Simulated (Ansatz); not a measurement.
# GeH2 (SMILES [GeH2]): MP2/STO-3G

Aim: the vertical ionisation energy of GeH2 at MP2/STO-3G, from 2 runs. 

Program for the calculation: Ansatz 0.2.0.

41 further runs of the same task are left out: 7 that didn't finish, 34 set aside as unsound or not needed.

### 1 The structure to begin with

GeH2 has 3 atoms, charge 0, and is taken as a singlet. SMILES: `[GeH2]`. The coordinates come from a PBE0-D4/def2-TZVP relaxation.

Bond lengths: Ge1–H2 1.595 Å, Ge1–H3 1.594 Å. Angles: H2–Ge1–H3 90.6°.

### 2 A single-point energy at MP2/STO-3G

Input file input.yaml:

```yaml
crystal:
  periodic: [false, false, false]
  atoms:
    - {symbol: Ge, position_ang: [-0.570100, 0.405100, -0.263700]}
    - {symbol: H, position_ang: [0.783000, 0.743600, 0.509000]}
    - {symbol: H, position_ang: [-0.212900, -1.148700, -0.245300]}
basis:
  gaussian:
    orbitals: STO-3G
correlation:
  method: mp2
  frozen_orbitals: {Ge: 9, H: 0}
accuracy: high
```

Run with:

```bash
$ ansatz run input.yaml --threads 1 --pin off --max-ram 2610MiB --events-out events.jsonl --progress --plain --runs-dir runs
```

The log of the run:

```text
Warning: RAYON_NUM_THREADS=1 ignored (pool sized by the plan → 1); use --threads N
Functional definition: HF
  name "HF"
  exchange = exact_x
  correlation = 0
235 factors; integrals over basis functions are off by at most 1.3e-8 eV
mean field evaluation 1: about -55859.9166 eV, gradient 5.1e0 eV
mean field evaluation 2: about -55859.9265 eV, gradient 5.1e0 eV
mean field evaluation 4: about -55860.1038 eV, gradient 3.4e-1 eV
mean field evaluation 8: about -55860.1045 eV, gradient 1.4e-7 eV
mean field -55860.10452744 eV, -2052.8209780446 hartree, gradient 1.5e-8 eV, S^2 0.000000; 0 other end points of the search recorded, 0 dependent functions left out; unrestricted orbitals would lower it
mean field evaluation 16: about -55860.1274 eV, gradient 9.9e-2 eV
9 core orbitals not correlated: weight in the atoms' cores, before any rotation towards them, 1.000 or more for the frozen orbitals, at most 0.000 for the correlated occupied ones
reference -55860.10452744 eV, -2052.8209780446 hartree; 8, 8 occupied and 3, 3 virtual orbitals, 235 factors
second order -0.90856687 eV of doubles, -0.00000000 eV of singles
Total energy: -55861.01309431 eV, -2052.8543672613 hartree
```

Run time: 0.18 s. Hardware: 1 thread of AMD EPYC 7R43 (Zen 3), shared host.

### 3 The doublet cation, same level

input.yaml: that of step 2 with these lines changed.

```diff
@@ -7,7 +7,6 @@
 basis:
-  gaussian:
-    orbitals: STO-3G
-correlation:
-  method: mp2
-  frozen_orbitals: {Ge: 9, H: 0}
+  gaussian: {orbitals: STO-3G}
+total_charge: 1
+magnetization: {spin_polarized: true, initial_magnetization: 1}
+correlation: {method: mp2, frozen_orbitals: {Ge: 9, H: 0}}
 accuracy: high
```

Run with:

```bash
$ ansatz run input.yaml --threads 1 --pin off --max-ram 2610MiB --events-out events.jsonl --progress --plain --runs-dir runs
```

The log of the run:

```text
Warning: RAYON_NUM_THREADS=1 ignored (pool sized by the plan → 1); use --threads N
Functional definition: HF
  name "HF"
  exchange = exact_x
  correlation = 0
235 factors; integrals over basis functions are off by at most 1.3e-8 eV
mean field evaluation 1: about -55853.5622 eV, gradient 6.2e0 eV
mean field evaluation 2: about -55853.5697 eV, gradient 6.2e0 eV
mean field evaluation 4: about -55854.0994 eV, gradient 5.3e-1 eV
mean field evaluation 8: about -55854.1069 eV, gradient 3.9e-7 eV
mean field -55854.10687453 eV, -2052.6005683655 hartree, gradient 1.8e-8 eV, S^2 0.753227; 0 other end points of the search recorded, 0 dependent functions left out
9 core orbitals not correlated: weight in the atoms' cores, before any rotation towards them, 1.000 or more for the frozen orbitals, at most 0.000 for the correlated occupied ones
reference -55854.10687453 eV, -2052.6005683655 hartree; 8, 7 occupied and 3, 4 virtual orbitals, 235 factors
second order -0.77303914 eV of doubles, -0.00000000 eV of singles
Total energy: -55854.87991367 eV, -2052.6289770299 hartree
```

Wall time 0.18 s (1 thread of AMD EPYC 7R43 (Zen 3), shared host).

### 4 Results

At MP2/STO-3G, 9 core orbitals frozen:

```
                                                   quantity           value
                                 singlet GeH2: total energy  -2052.85437 Eh
  singlet GeH2: correlation energy (9 core orbitals frozen)       -33.4 mEh
                               doublet cation: total energy  -2052.62898 Eh
doublet cation: correlation energy (9 core orbitals frozen)       -28.4 mEh
          doublet cation: ⟨S²⟩ of the reference determinant           0.753
         vertical ionisation energy (to the doublet cation)        6.133 eV
```

The vertical ionisation energy comes to 6.13 eV (141 kcal/mol). In a minimal basis such a difference can be off by several eV, whatever the method. The restricted solution (singlet GeH2) is unstable to spin breaking: an unrestricted one lies lower.
